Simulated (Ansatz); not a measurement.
**C9H7N: small, medium and large basis sets**

One table from this session's results is given with a row withheld; the runs are named, their logs left out.

Program: Ansatz 0.2.0, Gaussian basis. Level of theory: one geometry, several basis sets. These are calculated values, not measurements.

The runs, in order: PBE0-D4/def2-SVP; ωB97M-V/def2-SVP; PBE0-D4/def2-QZVPP; ωB97M-V/def2-QZVPP; the functionals' def2-TZVPP values are taken from earlier runs.

## The relaxed structure

All runs share one geometry, relaxed beforehand with PBE0-D4 in a triple-zeta def2 set.

SMILES `c1ccc2cnccc2c1`, 17 atoms, charge 0, spin multiplicity 1.

Atoms are counted from 1 here; the program's logs count them from 0.

Bond lengths: C1–C2 1.409 Å, C1–C10 1.368 Å, C1–H11 1.084 Å, C2–C3 1.367 Å, C2–H12 1.084 Å, C3–C4 1.409 Å, C3–H13 1.085 Å, C4–C5 1.414 Å, C4–C9 1.416 Å, C5–N6 1.306 Å, C5–H14 1.089 Å, N6–C7 1.352 Å, C7–C8 1.367 Å, C7–H15 1.086 Å, C8–C9 1.410 Å, C8–H16 1.084 Å, C9–C10 1.411 Å, C10–H17 1.085 Å. Angles: C2–C1–C10 120.8°, C2–C1–H11 119.3°, C10–C1–H11 119.9°, C1–C2–C3 120.2°, C1–C2–H12 119.6°, C3–C2–H12 120.2°, C2–C3–C4 120.2°, C2–C3–H13 120.8°, C4–C3–H13 119.0°, C3–C4–C5 122.6°, C3–C4–C9 119.7°, C5–C4–C9 117.7°, C4–C5–N6 124.4°, C4–C5–H14 118.7°, N6–C5–H14 116.9°, C5–N6–C7 117.5°, N6–C7–C8 123.9°, N6–C7–H15 115.6° and more.

Coordinates:

```mol
C9H7N
  3D, bonds by distance, orders not assigned

 17 18  0  0  0  0  0  0  0  0999 V2000
    1.1893   -1.7099    1.0065 C   0  0
    1.9302   -1.3326   -0.1315 C   0  0
    1.4785   -0.3306   -0.9449 C   0  0
    0.2692    0.3305   -0.6500 C   0  0
   -0.2455    1.3726   -1.4549 C   0  0
   -1.3606    2.0077   -1.2143 N   0  0
   -2.0654    1.6394   -0.1204 C   0  0
   -1.6780    0.6489    0.7378 C   0  0
   -0.4769   -0.0471    0.4930 C   0  0
    0.0127   -1.0843    1.3149 C   0  0
    1.5601   -2.5062    1.6420 H   0  0
    2.8599   -1.8417   -0.3572 H   0  0
    2.0412   -0.0324   -1.8233 H   0  0
    0.3141    1.6767   -2.3385 H   0  0
   -2.9869    2.1874    0.0499 H   0  0
   -2.2861    0.3980    1.5998 H   0  0
   -0.5558   -1.3765    2.1912 H   0  0
  1  2  8  0
  2  3  8  0
  3  4  8  0
  4  5  8  0
  5  6  8  0
  6  7  8  0
  7  8  8  0
  8  9  8  0
  9 10  8  0
  1 11  8  0
  2 12  8  0
  3 13  8  0
  5 14  8  0
  7 15  8  0
  8 16  8  0
 10 17  8  0
  1 10  8  0
  4  9  8  0
M  END
```

Set-up of the first run:

in.yaml reads:

```yaml
crystal:
  periodic: [false, false, false]
  atoms:
    - {symbol: C, position_ang: [1.189307, -1.709935, 1.006499]}
    - {symbol: C, position_ang: [1.930184, -1.332582, -0.131488]}
    - {symbol: C, position_ang: [1.478488, -0.330635, -0.944941]}
    - {symbol: C, position_ang: [0.269200, 0.330535, -0.650014]}
    - {symbol: C, position_ang: [-0.245457, 1.372575, -1.454876]}
    - {symbol: N, position_ang: [-1.360614, 2.007685, -1.214273]}
    - {symbol: C, position_ang: [-2.065432, 1.639388, -0.120358]}
    - {symbol: C, position_ang: [-1.677989, 0.648936, 0.737755]}
    - {symbol: C, position_ang: [-0.476945, -0.047095, 0.492975]}
    - {symbol: C, position_ang: [0.012734, -1.084289, 1.314937]}
    - {symbol: H, position_ang: [1.560134, -2.506197, 1.641950]}
    - {symbol: H, position_ang: [2.859866, -1.841724, -0.357190]}
    - {symbol: H, position_ang: [2.041181, -0.032366, -1.823346]}
    - {symbol: H, position_ang: [0.314105, 1.676747, -2.338469]}
    - {symbol: H, position_ang: [-2.986905, 2.187433, 0.049867]}
    - {symbol: H, position_ang: [-2.286070, 0.397994, 1.599768]}
    - {symbol: H, position_ang: [-0.555778, -1.376461, 2.191197]}
basis:
  gaussian: {orbitals: def2-SVP}
hamiltonian: {xc: pbe0, dispersion: d4}
output: {orbitals: {seedname: orbitals}}
```

Launch:

```sh
ansatz run in.yaml --threads 2 --pin off --events-out ev --progress --plain --max-ram 20480MiB --backend cpu
```

Among the steps run: PBE0-D4 in def2-SVP; ωB97M-V in def2-SVP; PBE0-D4 in def2-QZVPP; ωB97M-V in def2-QZVPP.

One of the session's tables, all rows but one given; the rest of the session is left out.

It belongs to the step «Functionals by basis». 

| functional | basis | HOMO (eV) | LUMO (eV) |
| --- | --- | --- | --- |
| PBE0-D4 | def2-SVP | -6.73 | -1.49 |
| PBE0-D4 | def2-TZVPP | ? | ? |
| PBE0-D4 | def2-QZVPP | -6.75 | -1.58 |
| ωB97M-V | def2-SVP | -8.64 | 0.51 |
| ωB97M-V | def2-TZVPP | -8.65 | 0.40 |
| ωB97M-V | def2-QZVPP | -8.67 | 0.36 |

Q: Estimate the row for PBE0-D4, def2-TZVPP from the others.

The run gave: HOMO (eV): -6.73; LUMO (eV): -1.55.
